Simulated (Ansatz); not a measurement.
# CH5Cl2GaS: how energies converge with the basis set

One table from this session's results is given with a row withheld; the runs are named, their logs left out.

Method: one geometry, several basis sets; program: Ansatz 0.2.0, Gaussian basis.

Levels to be run: PBE0-D4/def2-SVP; ωB97M-V/def2-SVP; PBE0-D4/def2-QZVPP; ωB97M-V/def2-QZVPP; the functionals' def2-TZVPP values are taken from earlier runs.

### Structure used throughout

All runs share one geometry, relaxed beforehand with PBE0-D4 in a triple-zeta def2 set.

SMILES `[CH3][Ga-]([SH2+])([Cl])[Cl]`, 10 atoms, charge 0, spin multiplicity 1.

Atoms are counted from 1 here; the program's logs count them from 0.

Bond lengths: C1–Ga2 1.955 Å, C1–H6 1.091 Å, C1–H7 1.091 Å, C1–H8 1.092 Å, Ga2–S3 2.584 Å, Ga2–Cl4 2.170 Å, Ga2–Cl5 2.170 Å, S3–H9 1.345 Å, S3–H10 1.345 Å. Angles: Ga2–C1–H6 110.7°, Ga2–C1–H7 110.8°, Ga2–C1–H8 109.1°, H6–C1–H7 109.6°, H6–C1–H8 108.3°, H7–C1–H8 108.3°, C1–Ga2–S3 105.4°, C1–Ga2–Cl4 120.0°, C1–Ga2–Cl5 120.0°, S3–Ga2–Cl4 94.3°, S3–Ga2–Cl5 94.3°, Cl4–Ga2–Cl5 114.0°, Ga2–S3–H9 98.1°, Ga2–S3–H10 98.1°, H9–S3–H10 92.9°.

Coordinates:

```xyz
10
charge 0, multiplicity 1
C    -1.3342    0.1401    0.6734
Ga   -0.1847    0.3121   -0.8989
S     2.1429   -0.5140   -0.1385
Cl   -0.3436   -1.1199   -2.5214
Cl    0.5294    2.2670   -1.5128
H    -1.3991   -0.9013    0.9919
H    -0.9592    0.7516    1.4953
H    -2.3388    0.4847    0.4207
H     1.7515   -1.6433    0.4777
H     2.2191    0.1718    1.0156
```

The first run:

File in.yaml:

```yaml
crystal:
  periodic: [false, false, false]
  atoms:
    - {symbol: C, position_ang: [-1.334213, 0.140073, 0.673390]}
    - {symbol: Ga, position_ang: [-0.184653, 0.312069, -0.898944]}
    - {symbol: S, position_ang: [2.142912, -0.514026, -0.138524]}
    - {symbol: Cl, position_ang: [-0.343630, -1.119893, -2.521396]}
    - {symbol: Cl, position_ang: [0.529394, 2.266954, -1.512797]}
    - {symbol: H, position_ang: [-1.399144, -0.901277, 0.991914]}
    - {symbol: H, position_ang: [-0.959211, 0.751605, 1.495263]}
    - {symbol: H, position_ang: [-2.338836, 0.484700, 0.420660]}
    - {symbol: H, position_ang: [1.751459, -1.643266, 0.477741]}
    - {symbol: H, position_ang: [2.219121, 0.171763, 1.015593]}
basis:
  gaussian: {orbitals: def2-SVP}
hamiltonian: {xc: pbe0, dispersion: d4}
output: {orbitals: {seedname: orbitals}}
```

Launch:

```
> ansatz run in.yaml --threads 4 --pin off --events-out ev --progress --plain --max-ram 11315MiB
```

Among the steps run: PBE0-D4 in def2-SVP; ωB97M-V in def2-SVP; PBE0-D4 in def2-QZVPP; ωB97M-V in def2-QZVPP.

One of the session's tables, all rows but one given; the rest of the session is left out.

It belongs to the step «Functionals by basis». 

| functional | basis | HOMO (eV) |
| --- | --- | --- |
| PBE0-D4 | def2-SVP | -7.99 |
| PBE0-D4 | def2-TZVPP | -8.14 |
| PBE0-D4 | def2-QZVPP | ? |
| ωB97M-V | def2-SVP | -10.15 |
| ωB97M-V | def2-TZVPP | -10.33 |
| ωB97M-V | def2-QZVPP | -10.37 |

**Question.** Estimate the row for PBE0-D4, def2-QZVPP.

The run gave: HOMO (eV): -8.18. In the column «HOMO (eV)» it lies between ωB97M-V, def2-SVP (-10.15) and PBE0-D4, def2-TZVPP (-8.14).
